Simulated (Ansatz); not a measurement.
# ClFGe2H2O: up Jacob's ladder to CCSD(T)

An exercise on one series of results from a longer session: the logs are not shown, and one member is left open.

Program: Ansatz 0.2.0, Gaussian basis. Level of theory: functionals in def2-TZVPP, the program's frozen cores in correlated methods. These are calculated values, not measurements.

Plan: LDA (SPW92), PBE-D4, revPBE-D4, BLYP-D4, r2SCAN-D4, B97M-V, PBE0-D4, B3LYP-D4, r2SCANh-D4, r2SCAN0-D4, HSE06-D4, BHLYP-D4, CAM-B3LYP-D4, LC-ωPBE, ωB97X-V, ωB97M-V, B2PLYP, PBE-QIDH; CCSD(T)/def2-SVP; CCSD(T)/def2-TZVPP; MP2/def2-QZVPP; extrapolation to the limit; RPA on PBE.

**Structure used throughout**

An earlier PBE0-D4 in a triple-zeta def2 set relaxation fixed the geometry.

SMILES `[F][Ge@H]1[O][Ge@H]1[Cl]`, 7 atoms, charge 0, spin multiplicity 1.

Atoms are counted from 1 here; the program's logs count them from 0.

Bond lengths: F1–Ge2 1.730 Å, Ge2–O3 1.813 Å, Ge2–Ge4 2.314 Å, Ge2–H6 1.532 Å, O3–Ge4 1.824 Å, Ge4–Cl5 2.135 Å, Ge4–H7 1.532 Å. Angles: F1–Ge2–O3 111.0°, F1–Ge2–Ge4 118.5°, F1–Ge2–H6 105.9°, O3–Ge2–Ge4 50.7°, O3–Ge2–H6 116.2°, Ge4–Ge2–H6 135.5°, Ge2–O3–Ge4 79.0°, Ge2–Ge4–O3 50.3°, Ge2–Ge4–Cl5 120.4°, Ge2–Ge4–H7 131.5°, O3–Ge4–Cl5 112.6°, O3–Ge4–H7 114.5°, Cl5–Ge4–H7 108.0°.

Set-up of the first run:

in.yaml

```yaml
crystal:
  periodic: [false, false, false]
  atoms:
    - {symbol: F, position_ang: [-2.314046, -0.078529, 0.729388]}
    - {symbol: Ge, position_ang: [-0.613965, 0.047569, 1.021473]}
    - {symbol: O, position_ang: [0.299662, -1.220401, 0.102807]}
    - {symbol: Ge, position_ang: [0.803621, 0.286886, -0.792267]}
    - {symbol: Cl, position_ang: [0.015273, 0.365581, -2.774704]}
    - {symbol: H, position_ang: [-0.447538, 0.031975, 2.543911]}
    - {symbol: H, position_ang: [2.318292, 0.498920, -0.876309]}
basis:
  gaussian: {orbitals: def2-TZVPP}
hamiltonian: {xc: lda}
output: {orbitals: {seedname: orbitals}}
```

The run is started by

```bash
$ ansatz run in.yaml --threads 4 --pin off --events-out ev --progress --plain --max-ram 10444MiB
```

Among the steps run: LDA; PBE-D4 (GGA); revPBE-D4 (GGA); BLYP-D4 (GGA); r2SCAN-D4 (meta-GGA); B97M-V (meta-GGA); B3LYP-D4 (hybrid); r2SCANh-D4 (hybrid); r2SCAN0-D4 (hybrid); HSE06-D4 (hybrid); BHLYP-D4 (hybrid); CAM-B3LYP-D4 (range-separated); LC-ωPBE (range-separated); ωB97X-V (range-separated); ωB97M-V (range-separated); B2PLYP (double hybrid); PBE-QIDH (double hybrid).

One of the session's tables, all rows but one given; the rest of the session is left out.

It belongs to the step «Frontier levels by functional». 

| functional | HOMO (eV) | LUMO (eV) | gap (eV) |
| --- | --- | --- | --- |
| LDA (SPW92) | -6.53 | -3.16 | 3.37 |
| PBE-D4 | -6.36 | -2.91 | 3.45 |
| revPBE-D4 | -6.29 | -2.82 | 3.47 |
| BLYP-D4 | -6.23 | -2.88 | 3.35 |
| r2SCAN-D4 | -6.63 | -2.78 | 3.85 |
| B97M-V | ? | ? | ? |
| PBE0-D4 | -7.50 | -2.12 | 5.39 |
| B3LYP-D4 | -7.31 | -2.41 | 4.90 |
| r2SCANh-D4 | -7.05 | -2.49 | 4.56 |
| r2SCAN0-D4 | -7.68 | -2.05 | 5.63 |
| HSE06-D4 | -7.11 | -2.48 | 4.63 |
| BHLYP-D4 | -8.55 | -1.28 | 7.27 |
| CAM-B3LYP-D4 | -8.76 | -1.18 | 7.57 |
| LC-ωPBE | -9.98 | -0.02 | 9.97 |
| ωB97X-V | -9.68 | -0.08 | 9.59 |
| ωB97M-V | -9.53 | -0.28 | 9.26 |

Q: Estimate the row for B97M-V from the others.

The run gave: HOMO (eV): -6.66; LUMO (eV): -2.71; gap (eV): 3.94. In the column «HOMO (eV)» it lies between r2SCANh-D4 (-7.05) and r2SCAN-D4 (-6.63).
